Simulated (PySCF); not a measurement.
# C₄H₉NOSi: electronic excitations

Wanted: the electronic excitations of C₄H₉NOSi (`C=NC(=C)O[SiH2]C`), by calculation.

Computed with PySCF 2.14.0, with density-fitted response routines of our own, on a single molecule in the gas phase. Atoms count from 0, in the outputs and in this text.

## (1) Starting geometry

16 atoms, charge 0, multiplicity 1; geometry from: GFN2-xTB.

Bonds of the start (Å): C0–N1 1.26, N1–C2 1.38, C2–C3 1.33, C2–O4 1.35, O4–Si5 1.63, Si5–C6 1.89, C0–H7 1.09, C0–H8 1.08, C3–H9 1.07, C3–H10 1.07, Si5–H11 1.47, Si5–H12 1.47, C6–H13 1.08, C6–H14 1.09, C6–H15 1.09.

## (2) Ultraviolet spectrum: PBE0/def2-SVPD

Job settings and geometry (Å):

```
{"job": {"kind": "uv", "xc": "PBE0", "basis": "def2-SVPD", "nstates": 8, "ntriplets": 3}, "charge": 0, "multiplicity": 1}
C     -2.087798     1.787251     0.126062
N     -2.355356     0.554941     0.085842
C     -1.367136    -0.410492     0.099493
C     -1.735499    -1.691792     0.070928
O     -0.084217     0.016260     0.142443
Si     1.336181    -0.762043     0.315801
C      2.595605     0.645964     0.307815
H     -1.081726     2.206474     0.173086
H     -2.917116     2.478878     0.115679
H     -2.777857    -1.941527     0.035850
H     -1.010504    -2.483242     0.084079
H      1.548648    -1.687700    -0.801186
H      1.339670    -1.502382     1.581257
H      3.593764     0.248787     0.456799
H      2.591950     1.183523    -0.635919
H      2.403792     1.366043     1.098043
```

Level: TDDFT PBE0/def2-SVPD, vertical, gas phase, core orbitals frozen in the response.

Run with:

```console
OMP_NUM_THREADS=1 python probes_run.py task.json out
```

One launch serves the whole session: the jobs run in the order shown.

What will the session give for the following? lowest singlet (PBE0/def2-SVPD); brightest single state of those computed; lowest triplet; surface potential, 1st and 99th percentile. Wanted: lowest singlet; brightest single state of those computed; lowest triplet; surface potential, 1st and 99th percentile.

The runs gave:

| quantity | value |
| --- | --- |
| lowest singlet (PBE0/def2-SVPD) | 4.51 eV (275 nm), f = 0.000 |
| brightest single state of those computed | state 2, 5.29 eV, f = 0.298 |
| lowest triplet | 3.10 eV |
| surface potential, 1st and 99th percentile | -1.52 V and 0.93 V |

**Reading.** The lowest singlet, at 4.51 eV, is HOMO−1→LUMO 0.99 and is dark; of the 8 states computed, the strongest absorption comes from state 2 at 5.29 eV. The lowest triplet lies 1.41 eV below the lowest singlet (triplets in Tamm-Dancoff, singlets in full TDDFT). By nearest atom (PBE0/def2-SVPD), the HOMO sits on C3 37 %; C2 20 % and the LUMO on C0 28 %; N1 19 %.
